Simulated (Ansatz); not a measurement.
# C2H9ClN2OSi2: one species, many methods

How much do the methods differ for C2H9ClN2OSi2? The plan is to run it at one geometry with functionals of several rungs and with coupled cluster, and see how far each lands from CCSD(T) at the basis-set limit for the atomisation energy.

The runs use Ansatz 0.2.0, Gaussian basis; functionals in def2-TZVPP, the program's frozen cores in correlated methods.

Levels to be run: LDA (SPW92), PBE-D4, revPBE-D4, BLYP-D4, r2SCAN-D4, B97M-V, PBE0-D4, B3LYP-D4, r2SCANh-D4, r2SCAN0-D4, HSE06-D4, BHLYP-D4, CAM-B3LYP-D4, LC-ωPBE, ωB97X-V, ωB97M-V, B2PLYP, PBE-QIDH; CCSD(T)/def2-SVP; CCSD(T)/def2-TZVPP; MP2/def2-QZVPP; extrapolation to the limit; RPA on PBE.

### Step 1. Structure used throughout

All runs share one geometry, relaxed beforehand with PBE0-D4 in a triple-zeta def2 set.

SMILES `C=C[Si@@H](N)O[Si@H](N)Cl`, 17 atoms, charge 0, spin multiplicity 1.

Atoms are counted from 1 here; the program's logs count them from 0.

Bond lengths: C1–C2 1.330 Å, C1–H9 1.086 Å, C1–H10 1.087 Å, C2–Si3 1.850 Å, C2–H11 1.089 Å, Si3–N4 1.704 Å, Si3–O5 1.654 Å, Si3–H12 1.483 Å, N4–H13 1.007 Å, N4–H14 1.007 Å, O5–Si6 1.613 Å, Si6–N7 1.695 Å, Si6–Cl8 2.079 Å, Si6–H15 1.475 Å, N7–H16 1.007 Å, N7–H17 1.008 Å. Angles: C2–C1–H9 121.3°, C2–C1–H10 122.3°, H9–C1–H10 116.5°, C1–C2–Si3 123.2°, C1–C2–H11 118.4°, Si3–C2–H11 118.4°, C2–Si3–N4 108.7°, C2–Si3–O5 105.4°, C2–Si3–H12 113.6°, N4–Si3–O5 115.4°, N4–Si3–H12 106.8°, O5–Si3–H12 107.2°, Si3–N4–H13 121.0°, Si3–N4–H14 120.5°, H13–N4–H14 111.7°, Si3–O5–Si6 142.4°, O5–Si6–N7 108.6°, O5–Si6–Cl8 107.0° and more.

### Step 2. LDA

This LDA is Slater exchange with PW92 correlation.

in.yaml

```yaml
crystal:
  periodic: [false, false, false]
  atoms:
    - {symbol: C, position_ang: [-1.676180, -0.644723, -2.090160]}
    - {symbol: C, position_ang: [-0.355320, -0.722881, -2.228314]}
    - {symbol: Si, position_ang: [0.822182, -0.555752, -0.810708]}
    - {symbol: N, position_ang: [1.923684, 0.696040, -1.160809]}
    - {symbol: O, position_ang: [-0.126162, -0.313123, 0.522767]}
    - {symbol: Si, position_ang: [-0.057403, -0.136695, 2.125111]}
    - {symbol: N, position_ang: [-1.123420, 1.099815, 2.579598]}
    - {symbol: Cl, position_ang: [1.929166, 0.238034, 2.611447]}
    - {symbol: H, position_ang: [-2.132821, -0.480937, -1.118461]}
    - {symbol: H, position_ang: [-2.354242, -0.741116, -2.933885]}
    - {symbol: H, position_ang: [0.052261, -0.891070, -3.224159]}
    - {symbol: H, position_ang: [1.626281, -1.776657, -0.559537]}
    - {symbol: H, position_ang: [1.613700, 1.558635, -1.577231]}
    - {symbol: H, position_ang: [2.742548, 0.831558, -0.590206]}
    - {symbol: H, position_ang: [-0.410537, -1.362897, 2.864559]}
    - {symbol: H, position_ang: [-1.358342, 1.227039, 3.550881]}
    - {symbol: H, position_ang: [-1.134495, 1.974330, 2.079207]}
basis:
  gaussian: {orbitals: def2-TZVPP}
hamiltonian: {xc: lda}
output: {orbitals: {seedname: orbitals}}
```

After this run come: PBE-D4 (GGA); revPBE-D4 (GGA); BLYP-D4 (GGA); r2SCAN-D4 (meta-GGA); B97M-V (meta-GGA); PBE0-D4 (hybrid); B3LYP-D4 (hybrid); r2SCANh-D4 (hybrid); r2SCAN0-D4 (hybrid); HSE06-D4 (hybrid); BHLYP-D4 (hybrid); CAM-B3LYP-D4 (range-separated); LC-ωPBE (range-separated); ωB97X-V (range-separated); ωB97M-V (range-separated); B2PLYP (double hybrid); PBE-QIDH (double hybrid); CCSD(T) in def2-SVP; CCSD(T) in def2-TZVPP; MP2 in def2-QZVPP; RPA on PBE orbitals.

Q: Predict the results of all the runs planned. Wanted: atomisation energy, CCSD(T)/CBS; farthest beyond LDA; mean size of error, GGA; mean size of error, meta-GGA; mean size of error, hybrid; mean size of error, range-separated; mean size of error, double hybrid; gap, smallest and largest; T1 diagnostic.

The runs gave:

| quantity | value |
| --- | --- |
| atomisation energy, CCSD(T)/CBS | 6579.0 kJ/mol |
| functionals within 32.9 kJ/mol (0.5 %) | BLYP-D4, r2SCAN-D4, B97M-V, PBE0-D4, B3LYP-D4, HSE06-D4, CAM-B3LYP-D4, ωB97X-V, ωB97M-V |
| farthest beyond LDA | BHLYP-D4 (-185.7 kJ/mol) |
| mean size of error, GGA | 60.9 kJ/mol |
| mean size of error, meta-GGA | 10.2 kJ/mol |
| mean size of error, hybrid | 72.6 kJ/mol |
| mean size of error, range-separated | 30.1 kJ/mol |
| mean size of error, double hybrid | 83.3 kJ/mol |
| gap, smallest and largest | 4.67 eV (LDA (SPW92)), 12.40 eV (LC-ωPBE) |
| T1 diagnostic | 0.0108 |
| triples share of the correlation energy | 3.9 % |

**Reading.** LDA overbinds by 881.1 kJ/mol (13 %). PBE-D4 misses by +76.8 kJ/mol. Double hybrids carry the basis error of their MP2 part in triple zeta, and no dispersion term here, so their miss is partly the set-up's. The rungs meta-GGA, range-separated miss on average by less than the doubt on the reference (32.9 kJ/mol), so they tie. The reference freezes the cores and leaves out relativity and excitations past (T), so misses under about 32.9 kJ/mol can't be ranked. Hartree-Fock recovers 72 % of the binding; the rest is correlation. CCSD(T) in def2-SVP is off by -509.5 kJ/mol, more than most functionals: a good method in a small basis is no reference. The gap grows from 4.7 to 12.4 eV across the functionals, mostly with the share of exact exchange.
